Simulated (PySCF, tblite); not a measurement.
# Si25H36: electronic excitations, NMR shifts

What do calculations give for the electronic excitations, NMR shifts of Si25H36?

Programs: tblite 0.8.0 and PySCF 2.14.0, with routines of our own; each step states its level. All values are computed. Atoms count from 0.

## (1) The starting structure

61 atoms, charge 0, multiplicity 1; geometry from: force field, distance geometry or constructed start.

## (2) Optimising the geometry with GFN2-xTB

The job: settings as JSON, then the geometry in Å.

```
{"job": {"kind": "relax", "xc": "GFN2-xTB", "basis": "xTB"}, "charge": 0, "multiplicity": 1}
Si    -4.188300     0.202000     2.561200
Si    -4.196400     0.206400     0.204200
Si    -4.188000     2.418700    -0.571800
Si    -6.114100     3.534000     2.556600
Si    -6.114400     3.528400     0.214500
Si    -4.196500     2.420500     3.344100
Si     3.487400     0.205500    -3.711700
Si     5.410900    -0.902100    -0.571300
Si     5.410200    -0.906900    -2.924900
Si     1.564400    -0.905600    -0.571200
Si     1.565100    -0.906000    -2.926600
Si     1.564700    -3.124000    -3.708400
Si     3.483900    -4.229900    -0.567800
Si     3.489500    -4.231200    -2.927200
Si    -2.275300    -0.899700    -0.572600
Si     3.485400     0.204400     0.217400
Si     5.407900    -3.120100     0.212000
Si    -0.354000     0.200400     2.561800
Si    -0.353500     0.205600     0.213600
Si     1.570000    -3.121100     0.213800
Si    -2.275400    -0.901000     3.348200
Si    -0.353800     2.422500    -0.573000
Si    -2.269700     3.534200     2.569400
Si    -2.277300     3.525300     0.209600
Si    -0.352400     2.423600     3.347600
H     -5.375100    -0.475900     3.045300
H     -5.368300    -0.472700    -0.269600
H     -4.193800     2.421600    -2.011600
H     -6.112800     4.887600     3.040800
H     -7.288000     2.851100     3.046200
H     -6.109800     4.887800    -0.270000
H     -7.291000     2.852000    -0.268700
H     -4.194200     2.421100     4.784800
H      3.489400     0.202500    -5.144700
H      3.488500     1.563200    -3.231700
H      6.583800    -0.223800    -0.095700
H      6.582500    -0.225900    -3.408600
H      5.747900    -2.143400    -3.573800
H      0.392500    -0.229900    -3.404600
H      1.562400    -3.118600    -5.147200
H      0.391300    -3.803100    -3.224600
H      3.493200    -5.593900    -0.089100
H      4.736800    -3.903100    -3.574800
H      3.489900    -5.588800    -3.406300
H     -2.276800    -0.903100    -2.010400
H     -2.275000    -2.260900    -0.096200
H      3.489700     0.203900     1.650500
H      3.487000     1.564000    -0.266600
H      6.584900    -3.800400    -0.268700
H      5.409400    -3.121300     1.653100
H      0.821900    -0.482300     3.045900
H      0.398000    -3.799500    -0.269200
H      1.566800    -3.122400     1.651200
H     -2.276500    -0.906400     4.783700
H     -2.272400    -2.263400     2.868200
H     -0.353400     2.424000    -2.012200
H      0.829400     3.094100    -0.094700
H     -2.270400     4.894800     3.042100
H     -2.273000     4.886500    -0.264900
H      0.821900     3.101800     2.865700
H     -0.356700     2.421900     4.788200
```

Launch:

```
$ OMP_NUM_THREADS=4 python large_run.py task.json out
```

The driver reads the jobs from task.json and runs them one after another.

The program printed:

```text
step      E/eV     max force
  0   -1664.37657    1.293
  1   -1664.71638    0.617
  2   -1664.83568    0.428
  3   -1664.86463    0.391
  4   -1664.94941    0.344
  5   -1665.01934    0.382
  6   -1665.07591    0.391
  7   -1665.09821    0.261
  8   -1665.11149    0.201
  9   -1665.12567    0.193
 10   -1665.13988    0.254
 11   -1665.15404    0.288
 12   -1665.16869    0.258
 13   -1665.18183    0.173
 14   -1665.19039    0.127
 15   -1665.19543    0.131
 16   -1665.19959    0.132
 17   -1665.20411    0.108
 18   -1665.20909    0.112
 19   -1665.21412    0.170
 20   -1665.21878    0.203
 21   -1665.22272    0.172
 22   -1665.22557    0.099
 23   -1665.22738    0.060
 24   -1665.22876    0.059
 25   -1665.23027    0.080
 26   -1665.23210    0.098
 27   -1665.23419    0.107
 28   -1665.23645    0.106
 29   -1665.23883    0.090
 30   -1665.24107    0.075
 31   -1665.24283    0.065
 32   -1665.24413    0.056
 33   -1665.24522    0.051
 34   -1665.24633    0.058
 35   -1665.24744    0.066
 36   -1665.24842    0.065
 37   -1665.24930    0.056
 38   -1665.25023    0.047
 39   -1665.25123    0.051
 40   -1665.25215    0.045
 41   -1665.25289    0.057
 42   -1665.25358    0.062
 43   -1665.25437    0.061
 44   -1665.25529    0.053
 45   -1665.25618    0.044
 46   -1665.25692    0.044
 47   -1665.25758    0.038
 48   -1665.25827    0.044
 49   -1665.25899    0.052
 50   -1665.25971    0.055
 51   -1665.26037    0.046
 52   -1665.26094    0.036
 53   -1665.26136    0.034
 54   -1665.26165    0.035
 55   -1665.26192    0.040
 56   -1665.26223    0.040
 57   -1665.26263    0.036
 58   -1665.26306    0.040
 59   -1665.26342    0.033
 60   -1665.26369    0.032
 61   -1665.26392    0.036
 62   -1665.26415    0.037
 63   -1665.26440    0.037
 64   -1665.26468    0.034
 65   -1665.26504    0.040
 66   -1665.26546    0.034
 67   -1665.26584    0.036
 68   -1665.26611    0.029
 69   -1665.26632    0.030
 70   -1665.26652    0.030
 71   -1665.26674    0.030
 72   -1665.26698    0.038
 73   -1665.26726    0.036
 74   -1665.26756    0.027
 75   -1665.26786    0.031
 76   -1665.26810    0.024
 77   -1665.26828    0.027
 78   -1665.26844    0.025
 79   -1665.26861    0.027
 80   -1665.26877    0.029
 81   -1665.26894    0.028
 82   -1665.26911    0.024
 83   -1665.26929    0.022
 84   -1665.26947    0.020
 85   -1665.26960    0.017
```

Run time: 26 s. Hardware: 4 threads of Arm Neoverse N1, shared host; peak memory 0.13 GiB.

The steps of the relaxation:

```tsv
step	energy from step 0 (eV)	largest force (eV/Å)
0	0.0000	1.2921
1	-0.3398	0.6172
2	-0.4591	0.4280
3	-0.4881	0.3909
4	-0.5728	0.3443
5	-0.6428	0.3816
6	-0.6993	0.3911
7	-0.7216	0.2605
8	-0.7349	0.2013
14	-0.8138	0.1275
21	-0.8462	0.1720
27	-0.8576	0.1066
34	-0.8698	0.0574
41	-0.8763	0.0572
47	-0.8810	0.0371
54	-0.8851	0.0356
61	-0.8874	0.0353
67	-0.8893	0.0358
74	-0.8910	0.0270
81	-0.8924	0.0280
82	-0.8925	0.0236
83	-0.8927	0.0216
84	-0.8929	0.0205
85	-0.8930	0.0167
```

Close pairs (by a distance rule), those that changed most:

```tsv
bond	before (Å)	after (Å)	change (Å)
Si17–Si18	2.348	2.392	+0.044
Si10–H38	1.435	1.479	+0.044
Si7–H35	1.436	1.478	+0.042
Si1–H26	1.435	1.476	+0.041
Si6–H33	1.433	1.470	+0.037
Si2–H27	1.440	1.477	+0.037
Si6–Si8	2.357	2.320	-0.037
Si8–H37	1.437	1.473	+0.037
```

The next job starts from the end point, and lists it.

## (3) Electronic excitations: TDDFT PBE0/def2-SVP

The job: settings as JSON, then the geometry in Å.

```
{"job": {"kind": "uv", "basis": "def2-SVP", "grid": 1, "kgrid": 0, "vcut": 1.5, "nstates": 6, "ntriplets": 2, "tda": false, "delta": [], "pop": true, "xc": "PBE0"}, "charge": 0, "multiplicity": 1}
Si    -4.195911     0.236851     2.579429
Si    -4.207220     0.250248     0.211677
Si    -4.310248     2.489710    -0.534795
Si    -6.203876     3.583196     2.578709
Si    -6.217165     3.591006     0.252197
Si    -4.288253     2.476116     3.333981
Si     3.587325     0.168320    -3.764462
Si     5.516257    -0.924616    -0.579052
Si     5.604982    -0.569196    -2.888895
Si     1.613008    -0.931504    -0.545563
Si     1.756627    -1.014867    -2.930644
Si     1.648373    -3.191827    -3.763647
Si     3.560247    -4.313798    -0.578444
Si     3.297315    -4.569149    -2.888126
Si    -2.307128    -0.824136    -0.614793
Si     3.578795     0.088608     0.254630
Si     5.532877    -3.192829    -0.003033
Si    -0.421196     0.242614     2.563232
Si    -0.333006     0.192149     0.173042
Si     1.714155    -3.143167     0.255334
Si    -2.303095    -0.870359     3.381058
Si    -0.438999     2.410053    -0.614216
Si    -2.302038     3.515184     2.580130
Si    -2.319112     3.519364     0.212305
Si    -0.397242     2.428782     3.381845
H     -5.423900    -0.437221     3.041165
H     -5.438928    -0.427324    -0.238679
H     -4.299745     2.483975    -2.011377
H     -6.277619     4.952312     3.108778
H     -7.426931     2.963315     3.108533
H     -6.298185     4.964946    -0.264669
H     -7.447726     2.974585    -0.264700
H     -4.262259     2.460853     4.810604
H      3.606431     0.179435    -5.234649
H      3.416044     1.587097    -3.417251
H      6.706300    -0.292666     0.028266
H      6.727043     0.301013    -3.264257
H      5.947131    -1.850728    -3.530183
H      0.535290    -0.310181    -3.377721
H      1.647913    -3.214592    -5.233759
H      0.334636    -3.753744    -3.415510
H      3.609195    -5.660259     0.029121
H      4.577992    -4.223588    -3.529607
H      3.105823    -5.976230    -3.263324
H     -2.299701    -0.813655    -2.083475
H     -2.288951    -2.253311    -0.275864
H      3.541259     0.067451     1.722627
H      3.537960     1.522562    -0.065018
H      6.687757    -3.859356    -0.621575
H      5.797323    -3.345209     1.436617
H      0.795605    -0.460281     3.012471
H      0.452155    -3.825463    -0.063247
H      1.714507    -3.099437     1.723184
H     -2.325101    -0.941740     4.849148
H     -2.280608    -2.281602     2.972034
H     -0.444472     2.398576    -2.082941
H      0.808041     3.108227    -0.274665
H     -2.331558     4.915567     3.042123
H     -2.347530     4.924969    -0.237790
H      0.836444     3.114570     2.973004
H     -0.346811     2.483020     4.849980
```

Level: TDDFT PBE0/def2-SVP, vertical, gas phase, core orbitals frozen in the response, virtual orbitals cut by energy.

The program printed:

```text
start: PBE on a coarse grid of 59490 points
cycle   1  E = -7251.9277534079  dE =  9.669e-01  |g| = 3.985e-01  |ddm| = 8.107e+00
cycle   2  E = -7251.9219643317  dE =  5.789e-03  |g| = 3.921e-01  |ddm| = 1.090e+00
cycle   3  E = -7251.9588272481  dE = -3.686e-02  |g| = 2.423e-01  |ddm| = 1.083e+00
cycle   4  E = -7251.9818029288  dE = -2.298e-02  |g| = 3.380e-02  |ddm| = 4.831e-01
cycle   5  E = -7251.9821813618  dE = -3.784e-04  |g| = 1.669e-02  |ddm| = 8.557e-02
cycle   6  E = -7251.9822806448  dE = -9.928e-05  |g| = 4.810e-03  |ddm| = 3.665e-02
final grid: 228566 points
cycle   7  E = -7253.9209158495  dE = -1.780e-02  |g| = 3.866e-02  |ddm| = 6.078e-01
cycle   8  E = -7253.9205544159  dE =  3.614e-04  |g| = 4.850e-02  |ddm| = 1.871e-01
cycle   9  E = -7253.9214488770  dE = -8.945e-04  |g| = 9.794e-03  |ddm| = 1.086e-01
cycle  10  E = -7253.9214835863  dE = -3.471e-05  |g| = 3.657e-03  |ddm| = 2.180e-02
cycle  11  E = -7253.9214876766  dE = -4.090e-06  |g| = 9.332e-04  |ddm| = 7.668e-03
cycle  12  E = -7253.9214820700  dE =  5.607e-06  |g| = 3.387e-04  |ddm| = 2.231e-03
cycle  13  E = -7253.9214875327  dE = -5.463e-06  |g| = 6.769e-05  |ddm| = 7.057e-04
converged SCF energy = -7253.9214875327

Static polarisability (au): isotropic 713.213, principal 592.590 618.806 928.242

Singlet excitations
state   eV       nm        f      main configurations
  1   4.5844    270.4   0.01106   H-1->L 0.95
  2   4.6052    269.2   0.19363   H->L 0.94
  3   4.7677    260.1   0.02878   H-3->L 0.93
  4   4.8364    256.4   0.00003   H-2->L 0.87, H-2->L+2 0.10
  5   4.9012    253.0   0.00238   H->L+1 0.89
  6   4.9617    249.9   0.06945   H-4->L 0.76, H->L+2 0.12

Triplet excitations (Tamm-Dancoff, eV): 4.2458 4.3380
```

It took 8.5 min on 4 threads of Arm Neoverse N1, shared host; peak memory 2.6 GiB.

Frontier orbitals and where they lie:

```tsv
orbital	eV	atoms
HOMO−4	-7.61	Si3 10 %, Si0 8 %, Si22 8 %
HOMO−3	-7.53	Si10 17 %, Si17 16 %, Si9 15 %
HOMO−2	-7.48	Si5 19 %, Si2 17 %, Si0 10 %
HOMO−1	-7.33	Si18 12 %, Si9 12 %, Si21 10 %
HOMO	-7.22	Si9 11 %, Si18 10 %, Si14 6 %
LUMO	-1.87	Si18 13 %, Si9 13 %, Si17 6 %
LUMO+1	-1.46	Si4 8 %, Si3 7 %, Si23 6 %
LUMO+2	-1.34	Si5 6 %, Si0 6 %, Si22 6 %
LUMO+3	-1.22	Si18 11 %, Si9 10 %, Si17 8 %
```

With each of the 6 states as a Gaussian band of 0.4 eV half-width at 1/e, the curve within the window shown has maxima at 265 nm (ε 11,000) L/(mol cm). Beyond the last state computed it falls off for lack of states. The curve at chosen wavelengths:

nm, ε (L/mol/cm) and a bar:
```
      236       2455 #####
      239       3357 ########
      242       4393 ###########
      245       5523 ##############
      248       6692 #################
      251       7836 #####################
      254       8883 ########################
      257       9763 ###########################
      260      10416 #############################
      263      10796 ##############################
      266      10882 ##############################
      269      10675 #############################
      272      10202 ############################
      275       9506 ##########################
      278       8646 #######################
      281       7683 ####################
      284       6677 #################
      287       5682 ##############
      290       4740 ############
      293       3879 #########
      296       3119 #######
      299       2465 #####
      302       1918 ###
      305       1470 ##
      308       1111 #
      311        829
```

Further results of this job:

```tsv
property	computed
dipole moment (D)	0.06
polarisability (Å³)	105.69
HOMO–LUMO gap (eV)	5.35
−ε(HOMO) (eV)	7.22
```

[end of part 1 of 2]
